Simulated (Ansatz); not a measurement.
Which YAML input does this script hand to the engine? (the Ansatz DFT code, driven from Python)

`bands_eu.py`:
```python
import ansatz
import numpy as np
from pymatgen.core import Lattice, Structure
from pymatgen.io.ase import AseAtomsAdaptor

pmg_structure = Structure(
    Lattice([(0.0, 2.789303, 2.789303), (2.789303, 0.0, 2.789303), (2.789303, 2.789303, 0.0)]),
    ["Eu"],
    [
        (0.0, 0.0, 0.0),
    ],
)
system = ansatz.Crystal.from_ase(AseAtomsAdaptor.get_atoms(pmg_structure)).moments(Eu=9.1)

path = [
    ("K", (0.375, 0.375, 0.75)),
    ("G", (0.0, 0.0, 0.0)),
    ("L", (0.5, 0.5, 0.5)),
    ("W", (0.5, 0.25, 0.75)),
    ("X", (0.5, 0.0, 0.5)),
]
job = system.calculation()
job = job.functional("PBEsol")
job = job.kpoints(7)
job = job.occupations("Methfessel-Paxton", width=0.1).spin("collinear")
job = job.band_structure([point for _, point in path], intervals=4).scf(extra_bands=6)
history = []
out = job.session().plan().execute(on_event=lambda event: history.append(event["data"]["dr2_ev"]) if event["event"] == "scf_iter" else None)
report = out.report
print("density residual by iteration (eV):", " ".join(f"{value:.1e}" for value in history[:40]))

n_atoms = len(report["lattice"]["sites"])
print("F =", round(report["free_energy_ev"], 4), "eV for", n_atoms, "atoms")
print("E(sigma -> 0) =", round(report["energy_sigma0_ev"], 4), "eV, TS =", round(report["entropy_ts_ev"], 5), "eV")
print("closed by", report["closed_by"], "after", report["n_iterations"], "iterations")

bands = out.band_structure()
fermi = bands.fermi_energy_ev
print(f"zero of the bands: {fermi:.3f} eV, the Fermi level found on the SCF mesh")
for spin, channel in enumerate(bands.channels):
    print("channel", spin, "- computed levels within 6 eV of the Fermi level")
    for i, (label, _) in enumerate(path):
        levels = channel.eigenvalues_ev[i * 4] - fermi
        print(f"  {label:3s}", " ".join(f"{e:7.3f}" for e in levels if abs(e) < 6))
```

```console
$ python bands_eu.py
DeckWarning: basis.ecutwfc = 420 eV, auto-derived from the records' recommended cutoffs: set by Eu (normal level)
DeckWarning: the band count 15 (scf.n_extra_bands) hosts the net moment |M| = 9.1000 μB (N_el = 17) but caps the reachable moment at 2·n_bands − N_el = 13.0000 μB, below the 18 bands that the automatic rule leaves for it — a moment growing past the seed, or [...]
DeckWarning: where an SCF of this run starts from atoms to list the orders of its open shells, Eu (site 0, from 0) starts with 6.32 μB on its 4f shell and 0.68 μB on its 5d shell, in the place of the 9.10 μB that the deck gives it: its open shells can hold no [...]
density residual by iteration (eV): 2.8e-01 9.1e-02 6.0e-02 3.6e-02 2.1e-03 7.6e-04 1.1e-05 1.4e-04 1.6e-03 7.9e-05 1.1e-05 4.3e-06 1.5e-06 8.0e-08
F = -8664.3902 eV for 1 atoms
E(sigma -> 0) = -8664.3903 eV, TS = -4e-05 eV
closed by deck_thresholds after 14 iterations
zero of the bands: 8.653 eV, the Fermi level found on the SCF mesh
channel 0 - computed levels within 6 eV of the Fermi level
  K    -0.936  -0.538  -0.496  -0.487  -0.478  -0.419  -0.380  -0.380  -0.252   0.932   3.384
  G    -4.436  -0.599  -0.486  -0.486  -0.486  -0.365  -0.365  -0.365   1.708   1.708   1.708
  L    -1.884  -0.575  -0.511  -0.511  -0.471  -0.374  -0.374  -0.360   0.486   1.565   1.565
  W    -0.719  -0.562  -0.514  -0.514  -0.470  -0.470  -0.383  -0.232   0.329   0.329   2.337
  X    -1.484  -0.664  -0.497  -0.497  -0.496  -0.479  -0.393  -0.393  -0.382   1.690   4.970
channel 1 - computed levels within 6 eV of the Fermi level
  K     0.140   0.795   2.056   3.799   3.829   4.105   4.296   4.306   4.332   4.372   5.018
  G    -3.367   2.962   2.962   2.962   3.732   4.064   4.064   4.064   4.424   4.424   4.424
  L    -0.745   1.487   2.731   2.731   3.794   4.094   4.094   4.348   4.351   4.351   4.433
  W     0.374   1.452   1.452   2.888   4.106   4.106   4.295   4.333   4.337   4.337   4.744
  X    -0.555   0.519   2.732   4.029   4.029   4.162   4.296   4.310   4.310   4.504
```
(Warnings from the package without file and line, shortened.)

`input.yaml`:
```yaml
crystal:
  lattice:
    - [0.0, 2.789303, 2.789303]
    - [2.789303, 0.0, 2.789303]
    - [2.789303, 2.789303, 0.0]
  atoms:
    - { symbol: Eu, position: [0.0, 0.0, 0.0] }
kpoints:
  mp_grid:
    grid: [7, 7, 7]
  band_path:
    path:
      - [0.375, 0.375, 0.75]
      - [0.0, 0.0, 0.0]
      - [0.5, 0.5, 0.5]
      - [0.5, 0.25, 0.75]
      - [0.5, 0.0, 0.5]
    npoints: 4
hamiltonian:
  xc: pbesol
magnetization:
  spin_polarized: true
  per_species:
    Eu: 9.1
scf:
  n_extra_bands: 6
  occupations:
    method: methfessel_paxton
    width: 0.1
```

Total energies depend on the potentials; only differences at equal settings carry meaning. A total without «per atom» is that of the cell as typed. Open f shells: without a Hubbard U, without spin-orbit coupling; the state reached hangs on the start and needn't be the lowest. Under cold or Methfessel-Paxton smearing the entropy term is a generalised one and can be negative. The computed bands are complete only to about 1.6 eV above the Fermi level. The mesh is modest for a metal, so energies can be off by several to tens of meV an atom and pressures by half a GPa or more; differences at equal mesh fare better. This isn't the structure that Eu takes at ambient conditions. Levels are Kohn-Sham eigenvalues on this mesh, without spin-orbit coupling. Hardware and time: 6 s on 1 thread of Arm Neoverse V1, on a shared host, peak memory 0.45 GiB.
